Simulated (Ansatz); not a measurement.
**AgCl (Chlorargyrite): how the settings move a single-point run**

Question: which choices in the input matter for AgCl (Chlorargyrite)?

Method: reference: DFT, PBE, all-electron LAPW, Dirac equation with spin-orbit coupling, in Ansatz 0.2.0.

## (1) The system as given

The structure is cubic, space group Fm-3m (No. 225). The conventional cell has a = 5.611 Å, b = 5.611 Å, c = 5.611 Å, α = 90.00°, β = 90.00°, γ = 90.00°. Around Ag (site symmetry m-3m) lie 6 Cl at 2.81 Å. Cl (site symmetry m-3m) has 6 Ag at 2.81 Å as nearest neighbours.

Structure file:

```cif
data_structure
_symmetry_space_group_name_H-M 'P 1'
_symmetry_Int_Tables_number 1
_cell_length_a 3.9673
_cell_length_b 3.9673
_cell_length_c 3.9673
_cell_angle_alpha 60.000
_cell_angle_beta 60.000
_cell_angle_gamma 60.000
_cell_volume 44.16
loop_
_atom_site_label
_atom_site_type_symbol
_atom_site_fract_x
_atom_site_fract_y
_atom_site_fract_z
_atom_site_occupancy
Ag1 Ag 0.00000 0.00000 0.00000 1
Cl1 Cl 0.50000 0.50000 0.50000 1
```

## (2) The reference run

The input, input.yaml:

```yaml
crystal:
  lattice:
    - [0.0, 2.8053350663, 2.8053350663]
    - [2.8053350663, 0.0, 2.8053350663]
    - [2.8053350663, 2.8053350663, 0.0]
  atoms:
    - { symbol: Ag, position: [0.0, 0.0, 0.0] }
    - { symbol: Cl, position: [0.5, 0.5, 0.5] }
kpoints:
  mp_grid: { grid: [9, 9, 9] }
  band_path:
    path:
      - [0.0, 0.0, 0.0]
      - [0.5, 0.0, 0.5]
      - [0.625, 0.25, 0.625]
      - [0.375, 0.375, 0.75]
      - [0.0, 0.0, 0.0]
      - [0.5, 0.5, 0.5]
      - [0.5, 0.25, 0.75]
      - [0.5, 0.0, 0.5]
    npoints: 8
scf:
  occupations: { method: fermi_dirac, width: 0.02 }
hamiltonian:
  xc: pbe
  pseudopotentials: { kind: all_electron, lapw: { basis_error: 0.0005 } }
output:
  forces: true
  stress: true
  eigenvalues: true
magnetization:
  noncollinear: true
  spin_orbit: true
```

Run with:

```sh
> ansatz run input.yaml --threads 1 --pin off --max-ram 2048MiB --backend cpu --events-out ev --progress --plain --runs-dir out
```

## (3) Variant: occupations.method methfessel_paxton, occupations.width 0.001

Changes to input.yaml since step 2:

```diff
@@ -22,3 +22,3 @@
 scf:
-  occupations: { method: fermi_dirac, width: 0.02 }
+  occupations: { method: methfessel_paxton, width: 0.001 }
 hamiltonian:
```

Q: Predict the outcome of this session. Wanted: for each run, ending; energy change; pressure; gap; force.

**Answer**, as computed:

| run | ending | energy change | pressure (GPa) | gap (eV) | force (eV/Å) | cycles | time |
| --- | --- | --- | --- | --- | --- | --- | --- |
| reference | converged | 0 | 0.0 | 0.93 | 0.00 | 7 | 26 s |
| 1: occupations.method methfessel_paxton, occupations.width 0.001 | converged | 0.0 meV/atom (σ→0) | 0.0 | 0.93 | 0.00 | 7 | 25 s |

Residual by cycle in the longest SCF loop of each run; runs are numbered as in the table. The quantity is the density residual dr2, in eV.

| cycle | reference | run 1 |
| --- | --- | --- |
| 1 | 0.404 | 0.404 |
| 2 | 0.0573 | 0.0573 |
| 3 | 0.00782 | 0.00782 |
| 4 | 5.2e-4 | 5.2e-4 |
| 5 | 9.9e-6 | 1.0e-5 |
| 6 | 1.0e-7 | 9.9e-8 |
| 7 | 4.0e-9 | 4.1e-9 |

What this shows: The changed input (smearing) leaves the energy the same to the digits printed.

These are semilocal Kohn-Sham gaps, which aren't the measured quantity. Such gaps usually fall short of the measured ones.
